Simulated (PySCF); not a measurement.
# C2H8BFO: the cost of one run

Computed with PySCF 2.14.0, with density-fitted response routines of our own, on a single molecule in the gas phase. Atoms count from 0, in the outputs and in this text.

## (1) Starting geometry

13 atoms, charge 0, multiplicity 1; geometry from: GFN2-xTB. The atoms were then displaced at random by about 0.01 Å, so the start is not that level's minimum.

Bonds of the start (Å): C0–O1 1.42, O1–C2 1.43, O1–B3 1.72, B3–F4 1.38, C0–H5 1.12, C0–H6 1.10, C0–H7 1.06, C2–H8 1.08, C2–H9 1.11, C2–H10 1.08, B3–H11 1.18, B3–H12 1.17.

## (2) Relaxing the molecule at PBE0-D3(BJ)/def2-SVP

What the job is given:

```
{"job": {"xc": "PBE0", "basis": "def2-SVP", "d3": "d3bj", "grid": 1, "shake": 0.01, "kind": "geom"}, "charge": 0, "multiplicity": 1}
C     -0.773410    -1.072730    -0.444520
O     -0.204310    -0.134670     0.456610
C     -0.682720     1.192720     0.232130
B      1.516460    -0.196670     0.360400
F      1.720620     0.183410    -0.945410
H     -1.884750    -1.002330    -0.347050
H     -0.499160    -0.821970    -1.479060
H     -0.416730    -2.033410    -0.192780
H     -1.751660     1.226760     0.367440
H     -0.202430     1.823830     1.005890
H     -0.385430     1.549980    -0.743240
H      1.744700    -1.339360     0.567550
H      1.824640     0.607550     1.151720
```

On the command line:

```console
$ OMP_NUM_THREADS=1 python probes_run.py task.json out
```

This one command runs all jobs of the session in turn.

**Question.** How long does this first job take on 1 thread of Arm Neoverse N1, shared host, and how much memory does it need?

About 87 s, with a peak of 0.46 GiB.
